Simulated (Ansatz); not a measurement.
# Si8HO16: the cost of one run

All numbers below are computed with Ansatz 0.2.0 (DFT PBE, plane waves, PAW, scalar-relativistic, collinear spin).

## 1. Starting point

The cell holds 25 atoms (HO16Si8): a = 5.899 Å, b = 5.899 Å, c = 5.331 Å, α = 90.00°, β = 90.00°, γ = 90.00°.

As a file:

```xyz
25
Lattice="-4.1713 -4.1713 0.0000 4.1713 -4.1713 0.0000 0.0000 0.0000 5.3310" Properties=species:S:1:pos:R:3 pbc="T T T"
Si    0.0000   -4.1713    0.0000
Si    2.0856   -2.0856    1.3328
O     1.2785   -2.8928    0.0000
O     0.8071   -0.8071    1.3328
O    -1.2785   -5.4498    0.0000
O     3.3642   -3.3642    1.3328
Si    0.0000   -4.1713    2.6655
Si    2.0856   -2.0856    3.9983
O     1.2785   -2.8928    2.6655
O     0.8071   -0.8071    3.9983
O    -1.2785   -5.4498    2.6655
O     3.3642   -3.3642    3.9983
Si    0.0000    0.0000    0.0000
Si   -2.0856   -2.0856    1.3328
O    -2.8928   -2.8928    0.0000
O     0.8071   -4.9784    1.3328
O    -1.2785   -1.2785    0.0000
O    -0.8071   -3.3642    1.3328
Si    0.0000    0.0000    2.6655
Si   -2.0856   -2.0856    3.9983
O    -2.8928   -2.8928    2.6655
O     0.8071   -4.9784    3.9983
O    -1.2785   -1.2785    2.6655
O    -0.8071   -3.3642    3.9983
H    -0.0079   -6.3193    3.4097
```

## 2. Relaxing end A

File input.yaml:

```yaml
crystal:
  lattice:
    - [-4.1713, -4.1713, 0.0]
    - [4.1713, -4.1713, 0.0]
    - [0.0, 0.0, 5.331]
  atoms:
    - { symbol: Si, position: [0.5, 0.5, 0.0] }
    - { symbol: Si, position: [0.0, 0.5, 0.25] }
    - { symbol: O, position: [0.1935, 0.5, 0.0] }
    - { symbol: O, position: [0.0, 0.1935, 0.25] }
    - { symbol: O, position: [0.8065, 0.5, 0.0] }
    - { symbol: O, position: [0.0, 0.8065, 0.25] }
    - { symbol: Si, position: [0.5, 0.5, 0.5] }
    - { symbol: Si, position: [0.0, 0.5, 0.75] }
    - { symbol: O, position: [0.1935, 0.5, 0.5] }
    - { symbol: O, position: [0.0, 0.1935, 0.75] }
    - { symbol: O, position: [0.8065, 0.5, 0.5] }
    - { symbol: O, position: [0.0, 0.8065, 0.75] }
    - { symbol: Si, position: [0.0, 0.0, 0.0] }
    - { symbol: Si, position: [0.5, 0.0, 0.25] }
    - { symbol: O, position: [0.6935, 0.0, 0.0] }
    - { symbol: O, position: [0.5, 0.6935, 0.25] }
    - { symbol: O, position: [0.3065, 0.0, 0.0] }
    - { symbol: O, position: [0.5, 0.3065, 0.25] }
    - { symbol: Si, position: [0.0, 0.0, 0.5] }
    - { symbol: Si, position: [0.5, 0.0, 0.75] }
    - { symbol: O, position: [0.6935, 0.0, 0.5] }
    - { symbol: O, position: [0.5, 0.6935, 0.75] }
    - { symbol: O, position: [0.3065, 0.0, 0.5] }
    - { symbol: O, position: [0.5, 0.3065, 0.75] }
    - { symbol: H, position: [0.7584268, 0.7565325, 0.6395922], spin: 1.0 }
magnetization:
  spin_polarized: true
basis:
  ecutwfc: 420.0
kpoints:
  mp_grid: { grid: [2, 2, 3] }
hamiltonian:
  xc: pbe
  pseudopotentials: { kind: paw, azcp: { folder: soft_1 } }
scf:
  occupations: { method: gaussian, width: 0.05 }
  lower_state_search: "off"
relax:
  f_tol: 0.03
  max_steps: 60
  adjacent_minimum: "off"
```

On the command line:

```sh
$ ansatz run input.yaml --threads 2 --pin off --max-ram 5120MiB --backend cpu --events-out ev --progress --plain --runs-dir out
```

**Question.** How long does this run take on 2 threads of Arm Neoverse V1, shared host, and how much memory does it need?

About 64 s, with a peak of 0.54 GiB.
